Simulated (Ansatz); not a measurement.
Wanted: the native input for an Ansatz 0.2.0 run.

```yaml
Task: single point
Functional: PBE
Potentials_or_basis: Ansatz PAW
Cutoff: "420 eV (not typed: the program's choice for these potentials)"
k_mesh: 6 × 6 × 6
Occupations: fermi-dirac, width 0.05 eV
Spin: no spin polarisation
```

Sn3Se:

```
Sn Se
1.0
     0.00000    3.73314    3.73314
     3.73314    0.00000    3.73314
     3.73314    3.73314    0.00000
Sn Se
3 1
Direct
  0.50350 0.49208 0.50754
  0.75201 0.74705 0.75164
  0.25112 0.24668 0.24994
  0.99438 0.99926 0.99853
```

The cell comes from a database or a generator and needn't be the stable form of this composition.

The cell isn't the ideal one: atoms moved at random, drawn with an rms of 0.05 Å.

The input as run:

input.yaml

```yaml
crystal:
  lattice:
    - [0.0, 3.733138, 3.733138]
    - [3.733138, 0.0, 3.733138]
    - [3.733138, 3.733138, 0.0]
  atoms:
    - { symbol: Sn, position: [0.503501, 0.492083, 0.507544] }
    - { symbol: Sn, position: [0.752009, 0.747048, 0.751639] }
    - { symbol: Sn, position: [0.251116, 0.246678, 0.249937] }
    - { symbol: Se, position: [-0.005623, -0.000737, -0.00147] }
hamiltonian:
  xc: pbe
  pseudopotentials: { kind: paw }
kpoints:
  mp_grid: { grid: [6, 6, 6] }
scf:
  occupations: { method: fermi_dirac, width: 0.05 }
output:
  forces: true
  stress: true
  eigenvalues: true
```

Potentials or basis: Ansatz PAW.

Launch:

```console
$ ansatz run input.yaml --threads 2 --pin off --max-ram 5120MiB --backend cpu --events-out ev --progress --plain --runs-dir out
```

It gave:

| Quantity | Value |
| --- | --- |
| Pressure | -0.2 GPa |
| Largest force | 0.146 eV/Å |
| Band gap on the k mesh | none (metal or under the smearing width) |

It took 19 s on 2 threads of Arm Neoverse V1, with other jobs on the host, peak memory 0.55 GiB.
